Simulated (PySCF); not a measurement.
# C3H10AlN: the cost of one run

The runs use PySCF 2.14.0, with density-fitted response routines of our own; the level of theory stands in each step. All values are computed, except where a source is named. Atoms are numbered from 0 throughout.

## (1) Starting geometry

15 atoms, charge 0, multiplicity 1; geometry from: GFN2-xTB. The atoms were then displaced at random by about 0.01 Å, so the start is not that level's minimum.

Bonds of the start (Å): C0–C1 1.50, C1–C2 1.32, C2–Al3 2.02, Al3–N4 2.02, C0–H5 1.10, C0–H6 1.07, C0–H7 1.09, C1–H8 1.09, C2–H9 1.10, Al3–H10 1.56, Al3–H11 1.58, N4–H12 1.02, N4–H13 1.00, N4–H14 1.01.

## (2) Optimising the geometry at PBE0-D3(BJ)/def2-SVP

Job settings and geometry (Å):

```
{"job": {"xc": "PBE0", "basis": "def2-SVP", "d3": "d3bj", "grid": 1, "shake": 0.01, "kind": "geom"}, "charge": 0, "multiplicity": 1}
C     -2.263020    -0.587540     0.176350
C     -1.712640     0.790370    -0.059080
C     -0.408690     0.999940    -0.146430
Al     0.800180    -0.606810     0.062590
N      2.627520     0.227340    -0.151380
H     -2.933190    -0.852260    -0.657880
H     -1.454890    -1.286830     0.260810
H     -2.862600    -0.579990     1.080900
H     -2.444520     1.598920    -0.132520
H     -0.105670     2.044470    -0.300430
H      0.895830    -1.633660    -1.111270
H      1.017430    -1.224120     1.497550
H      2.786390     0.936570     0.571270
H      3.300870    -0.507200    -0.047830
H      2.741660     0.663410    -1.049890
```

The run is started by

```console
> OMP_NUM_THREADS=1 python probes_run.py task.json out
```

The driver reads the jobs from task.json and runs them one after another.

Q: Estimate the wall time and peak memory of this first job on 1 thread of Intel Xeon 6975P-C, shared host.

About 32 s, with a peak of 0.51 GiB.
